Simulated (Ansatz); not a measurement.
# C6H4F6MgO2: up Jacob's ladder to CCSD(T)

The task here is to estimate one member of a computed series from the others.

Method: functionals in def2-TZVPP, the program's frozen cores in correlated methods; program: Ansatz 0.2.0, Gaussian basis.

Plan: LDA (SPW92), PBE-D4, revPBE-D4, BLYP-D4, r2SCAN-D4, B97M-V, PBE0-D4, B3LYP-D4, r2SCANh-D4, r2SCAN0-D4, HSE06-D4, BHLYP-D4, CAM-B3LYP-D4, LC-ωPBE, ωB97X-V, ωB97M-V, B2PLYP, PBE-QIDH; CCSD(T)/def2-SVP; CCSD(T)/def2-TZVPP; MP2/def2-QZVPP; extrapolation to the limit; RPA on PBE.

## Structure used throughout

An earlier PBE0-D4 in a triple-zeta def2 set relaxation fixed the geometry.

SMILES `[CH3][Mg-]1[O]C(C(F)(F)F)=CC(C(F)(F)F)=[O+]1`, 19 atoms, charge 0, spin multiplicity 1.

Atoms are counted from 1 here; the program's logs count them from 0.

Bond lengths: C1–Mg2 2.069 Å, C1–H16 1.094 Å, C1–H17 1.095 Å, C1–H18 1.095 Å, Mg2–O3 1.969 Å, Mg2–O15 1.969 Å, O3–C4 1.253 Å, C4–C5 1.538 Å, C4–C9 1.393 Å, C5–F6 1.331 Å, C5–F7 1.332 Å, C5–F8 1.331 Å, C9–C10 1.393 Å, C9–H19 1.077 Å, C10–C11 1.538 Å, C10–O15 1.253 Å, C11–F12 1.331 Å, C11–F13 1.331 Å and more. Angles: Mg2–C1–H16 111.9°, Mg2–C1–H17 111.8°, Mg2–C1–H18 111.9°, H16–C1–H17 106.9°, H16–C1–H18 107.3°, H17–C1–H18 106.8°, C1–Mg2–O3 135.4°, C1–Mg2–O15 135.4°, O3–Mg2–O15 89.2°, Mg2–O3–C4 127.6°, O3–C4–C5 113.8°, O3–C4–C9 127.3°, C5–C4–C9 118.8°, C4–C5–F6 109.8°, C4–C5–F7 112.6°, C4–C5–F8 109.8°, F6–C5–F7 108.1°, F6–C5–F8 108.3° and more.

The first run:

File in.yaml:

```yaml
crystal:
  periodic: [false, false, false]
  atoms:
    - {symbol: C, position_ang: [-2.730089, -2.808177, -0.335570]}
    - {symbol: Mg, position_ang: [-1.293342, -1.328649, -0.164008]}
    - {symbol: O, position_ang: [-1.313178, 0.633957, -0.010472]}
    - {symbol: C, position_ang: [-0.329358, 1.402140, 0.096437]}
    - {symbol: C, position_ang: [-0.710149, 2.888788, 0.199272]}
    - {symbol: F, position_ang: [-1.484401, 3.083798, 1.264561]}
    - {symbol: F, position_ang: [0.353450, 3.683503, 0.310550]}
    - {symbol: F, position_ang: [-1.389071, 3.257030, -0.885017]}
    - {symbol: C, position_ang: [1.017877, 1.049859, 0.129858]}
    - {symbol: C, position_ang: [1.412205, -0.283090, 0.039835]}
    - {symbol: C, position_ang: [2.912980, -0.617182, 0.081356]}
    - {symbol: F, position_ang: [3.266118, -1.249097, -1.035885]}
    - {symbol: F, position_ang: [3.168719, -1.417579, 1.114028]}
    - {symbol: F, position_ang: [3.676259, 0.468328, 0.201092]}
    - {symbol: O, position_ang: [0.672983, -1.287905, -0.075383]}
    - {symbol: H, position_ang: [-3.646351, -2.435024, -0.803687]}
    - {symbol: H, position_ang: [-3.014308, -3.213311, 0.641215]}
    - {symbol: H, position_ang: [-2.377863, -3.651312, -0.938135]}
    - {symbol: H, position_ang: [1.765717, 1.819523, 0.226354]}
basis:
  gaussian: {orbitals: def2-TZVPP}
hamiltonian: {xc: lda}
output: {orbitals: {seedname: orbitals}}
```

On the command line:

```console
$ ansatz run in.yaml --threads 11 --pin off --events-out ev --progress --plain --max-ram 174080MiB --backend cuda --devices 0, --max-vram 75GiB
```

Steps of the session up to this table: LDA; PBE-D4 (GGA); revPBE-D4 (GGA); BLYP-D4 (GGA); r2SCAN-D4 (meta-GGA); B97M-V (meta-GGA); B3LYP-D4 (hybrid); r2SCANh-D4 (hybrid); r2SCAN0-D4 (hybrid); HSE06-D4 (hybrid); BHLYP-D4 (hybrid); CAM-B3LYP-D4 (range-separated); LC-ωPBE (range-separated); ωB97X-V (range-separated); ωB97M-V (range-separated); B2PLYP (double hybrid); PBE-QIDH (double hybrid).

One table of the session follows, with a row left open; its other results are not shown here.

It belongs to the step «Frontier levels by functional». 

| functional | HOMO (eV) | LUMO (eV) | gap (eV) |
| --- | --- | --- | --- |
| LDA (SPW92) | -6.13 | -4.18 | 1.95 |
| PBE-D4 | -5.93 | -3.85 | 2.08 |
| revPBE-D4 | -5.83 | -3.72 | 2.11 |
| BLYP-D4 | -5.79 | -3.73 | 2.07 |
| r2SCAN-D4 | -6.08 | -3.82 | 2.26 |
| B97M-V | -6.18 | -3.69 | 2.49 |
| PBE0-D4 | -7.11 | -3.07 | 4.04 |
| B3LYP-D4 | -6.90 | -3.28 | 3.62 |
| r2SCANh-D4 | ? | ? | ? |
| r2SCAN0-D4 | -7.23 | -3.06 | 4.16 |
| HSE06-D4 | -6.71 | -3.44 | 3.26 |
| BHLYP-D4 | -8.20 | -2.12 | 6.08 |
| CAM-B3LYP-D4 | -8.50 | -2.02 | 6.48 |
| LC-ωPBE | -9.86 | -0.93 | 8.93 |
| ωB97X-V | -9.49 | -0.92 | 8.57 |
| ωB97M-V | -9.39 | -0.96 | 8.42 |

**Question.** Estimate the row for r2SCANh-D4.

Worked estimate for «HOMO (eV)». Against the share of exact exchange, r2SCAN-D4 (0, -6.08), r2SCAN0-D4 (0.25, -7.23) give a slope of -4.60 per unit share; at 0.1 the line stands at -6.54.

**Answer.** HOMO (eV): -6.54; LUMO (eV): -3.52; gap (eV): 3.02. In «HOMO (eV)» the line misses by 0.00.
